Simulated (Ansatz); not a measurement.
# CH8AlNO3: the cost of one run

The runs use Ansatz 0.2.0, Gaussian basis; the settings change from run to run.

### 1 The geometry

An earlier PBE0-D4 in a triple-zeta def2 set relaxation fixed the geometry.

SMILES `C[NH2+][Al-]([OH])([OH])[OH]`, 14 atoms, charge 0, spin multiplicity 1.

Atoms are counted from 1 here; the program's logs count them from 0.

Bond lengths: C1–N2 1.472 Å, C1–H7 1.092 Å, C1–H8 1.089 Å, C1–H9 1.089 Å, N2–Al3 2.003 Å, N2–H10 1.015 Å, N2–H11 1.016 Å, Al3–O4 1.724 Å, Al3–O5 1.723 Å, Al3–O6 1.724 Å, O4–H12 0.955 Å, O5–H13 0.955 Å, O6–H14 0.955 Å. Angles: N2–C1–H7 112.2°, N2–C1–H8 108.3°, N2–C1–H9 108.2°, H7–C1–H8 110.0°, H7–C1–H9 109.6°, H8–C1–H9 108.3°, C1–N2–Al3 113.4°, C1–N2–H10 110.8°, C1–N2–H11 110.5°, Al3–N2–H10 107.8°, Al3–N2–H11 107.5°, H10–N2–H11 106.5°, N2–Al3–O4 98.8°, N2–Al3–O5 99.6°, N2–Al3–O6 100.4°, O4–Al3–O5 117.9°, O4–Al3–O6 117.1°, O5–Al3–O6 116.8° and more.

### 2 CAM-B3LYP/cc-pVTZ

Set apart from the defaults: atoms shaken by 0.08 Å, a grid of angular degree 23, D3(BJ) dispersion.

Contents of in.yaml:

```yaml
crystal:
  periodic: [false, false, false]
  atoms:
    - {symbol: C, position_ang: [0.255208, -1.544829, 0.927245]}
    - {symbol: N, position_ang: [1.020735, -0.627428, 0.332294]}
    - {symbol: Al, position_ang: [-0.281672, 0.877639, -0.341257]}
    - {symbol: O, position_ang: [-0.969732, 1.566943, 1.077153]}
    - {symbol: O, position_ang: [0.648999, 2.038689, -1.100645]}
    - {symbol: O, position_ang: [-1.416127, -0.181571, -1.511199]}
    - {symbol: H, position_ang: [0.730442, -2.525885, 1.099959]}
    - {symbol: H, position_ang: [-0.386710, -2.163279, -0.036705]}
    - {symbol: H, position_ang: [-0.324926, -1.305785, 1.690904]}
    - {symbol: H, position_ang: [1.493410, -0.743141, -0.528657]}
    - {symbol: H, position_ang: [1.327850, -0.136626, 1.029864]}
    - {symbol: H, position_ang: [-1.899657, 1.587018, 1.126291]}
    - {symbol: H, position_ang: [0.832428, 2.729758, -1.028682]}
    - {symbol: H, position_ang: [-1.387491, 0.131224, -2.353227]}
basis:
  gaussian: {orbitals: cc-pVTZ, final_grid: {core_spheres: 8, valence_spheres: 7, degree: 23}}
hamiltonian: {xc: {name: CAM-B3LYP}, dispersion: d3bj}
output: {forces: true}
```

Run with:

```console
ansatz run in.yaml --threads 4 --pin off --events-out ev --progress --plain --max-ram 11315MiB
```

**Question.** How long does this run take on 4 threads of Intel Xeon Platinum 8488C, shared host, and how much memory does it need?

About 4.7 s, with a peak of 1.1 GiB.
